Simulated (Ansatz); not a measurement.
**CuF: basis-set convergence**

An exercise on one series of results from a longer session: the logs are not shown, and one member is left open.

Computed with Ansatz 0.2.0, Gaussian basis. Level: one geometry, several basis sets.

The runs, in order: PBE0-D4/def2-SVP; ωB97M-V/def2-SVP; PBE0-D4/def2-QZVPP; ωB97M-V/def2-QZVPP; the functionals' def2-TZVPP values are taken from earlier runs.

## The relaxed structure

All runs share one geometry, relaxed beforehand with PBE0-D4 in a triple-zeta def2 set.

2 atoms, charge 0, spin multiplicity 1.

Atoms are counted from 1 here; the program's logs count them from 0.

Bond lengths: F1–Cu2 1.765 Å.

Coordinates:

```
atom    x (Å)    y (Å)    z (Å)
  F1   0.7658  -0.2990   0.3791
 Cu2  -0.7364   0.2389  -0.3751
```

Set-up of the first run:

in.yaml reads:

```yaml
crystal:
  periodic: [false, false, false]
  atoms:
    - {symbol: F, position_ang: [0.765754, -0.299002, 0.379106]}
    - {symbol: Cu, position_ang: [-0.736354, 0.238902, -0.375106]}
basis:
  gaussian: {orbitals: def2-SVP}
hamiltonian: {xc: pbe0, dispersion: d4}
output: {orbitals: {seedname: orbitals}}
```

Command:

```sh
> ansatz run in.yaml --threads 4 --pin off --events-out ev --progress --plain --max-ram 10444MiB
```

Steps of the session up to this table: PBE0-D4 in def2-SVP; ωB97M-V in def2-SVP; PBE0-D4 in def2-QZVPP; ωB97M-V in def2-QZVPP.

One table of the session follows, with a row left open; its other results are not shown here.

It belongs to the step «Functionals by basis». 

| functional | basis | HOMO (eV) | LUMO (eV) |
| --- | --- | --- | --- |
| PBE0-D4 | def2-SVP | -6.67 | -2.46 |
| PBE0-D4 | def2-TZVPP | -7.45 | -2.96 |
| PBE0-D4 | def2-QZVPP | -7.44 | -2.97 |
| ωB97M-V | def2-SVP | -9.21 | -0.80 |
| ωB97M-V | def2-TZVPP | -10.02 | -1.26 |
| ωB97M-V | def2-QZVPP | ? | ? |

Q: Estimate the row for ωB97M-V, def2-QZVPP from the others.

The run gave: HOMO (eV): -10.02; LUMO (eV): -1.36.
